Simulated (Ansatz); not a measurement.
# C₂H₅FO₂Si: basis-set convergence

One table from this session's results is given with a row withheld; the runs are named, their logs left out.

The runs use Ansatz 0.2.0, Gaussian basis; one geometry, several basis sets.

Levels to be run: PBE0-D4/def2-SVP; ωB97M-V/def2-SVP; PBE0-D4/def2-QZVPP; ωB97M-V/def2-QZVPP; the functionals' def2-TZVPP values are taken from earlier runs.

**The relaxed structure**

An earlier PBE0-D4 in a triple-zeta def2 set relaxation fixed the geometry.

SMILES `C[C@]1(F)O[Si@H]1O`, 11 atoms, charge 0, spin multiplicity 1.

Atoms are counted from 1 here; the program's logs count them from 0.

Bond lengths: C1–C2 1.489 Å, C1–H7 1.094 Å, C1–H8 1.090 Å, C1–H9 1.091 Å, C2–F3 1.380 Å, C2–O4 1.449 Å, C2–Si5 1.814 Å, O4–Si5 1.660 Å, Si5–O6 1.622 Å, Si5–H10 1.470 Å, O6–H11 0.961 Å. Angles: C2–C1–H7 109.4°, C2–C1–H8 110.5°, C2–C1–H9 110.2°, H7–C1–H8 108.8°, H7–C1–H9 109.0°, H8–C1–H9 108.9°, C1–C2–F3 109.7°, C1–C2–O4 114.4°, C1–C2–Si5 133.2°, F3–C2–O4 109.5°, F3–C2–Si5 115.8°, O4–C2–Si5 59.9°, C2–O4–Si5 71.0°, C2–Si5–O4 49.0°, C2–Si5–O6 123.5°, C2–Si5–H10 127.2°, O4–Si5–O6 119.9°, O4–Si5–H10 117.9° and more.

The first run:

Contents of in.yaml:

```yaml
crystal:
  periodic: [false, false, false]
  atoms:
    - {symbol: C, position_ang: [0.545931, -0.978140, -1.324632]}
    - {symbol: C, position_ang: [-0.209496, -0.099515, -0.389353]}
    - {symbol: F, position_ang: [-1.529799, -0.027042, -0.783495]}
    - {symbol: O, position_ang: [0.330604, 1.238224, -0.256182]}
    - {symbol: Si, position_ang: [0.160916, 0.572606, 1.254592]}
    - {symbol: O, position_ang: [-0.973866, 1.139072, 2.266465]}
    - {symbol: H, position_ang: [0.510269, -0.551557, -2.331638]}
    - {symbol: H, position_ang: [1.587943, -1.059349, -1.014782]}
    - {symbol: H, position_ang: [0.103910, -1.975074, -1.345040]}
    - {symbol: H, position_ang: [1.378264, 0.355091, 2.050137]}
    - {symbol: H, position_ang: [-1.839177, 1.328484, 1.894527]}
basis:
  gaussian: {orbitals: def2-SVP}
hamiltonian: {xc: pbe0, dispersion: d4}
output: {orbitals: {seedname: orbitals}}
```

Started as:

```console
> ansatz run in.yaml --threads 4 --pin off --events-out ev --progress --plain --max-ram 10444MiB
```

Steps of the session up to this table: PBE0-D4 in def2-SVP; ωB97M-V in def2-SVP; PBE0-D4 in def2-QZVPP; ωB97M-V in def2-QZVPP.

One of the session's tables, all rows but one given; the rest of the session is left out.

It belongs to the step «Density functionals: the series». 

| functional | basis | HOMO (eV) | LUMO (eV) |
| --- | --- | --- | --- |
| PBE0-D4 | def2-SVP | -7.22 | 0.60 |
| PBE0-D4 | def2-TZVPP | -7.35 | 0.18 |
| PBE0-D4 | def2-QZVPP | -7.40 | -0.01 |
| ωB97M-V | def2-SVP | ? | ? |
| ωB97M-V | def2-TZVPP | -9.62 | 1.89 |
| ωB97M-V | def2-QZVPP | -9.66 | 1.48 |

Q: Estimate the row for ωB97M-V, def2-SVP from the others.

The run gave: HOMO (eV): -9.45; LUMO (eV): 2.51. In the column «HOMO (eV)» it lies between ωB97M-V, def2-TZVPP (-9.62) and PBE0-D4, def2-QZVPP (-7.40).
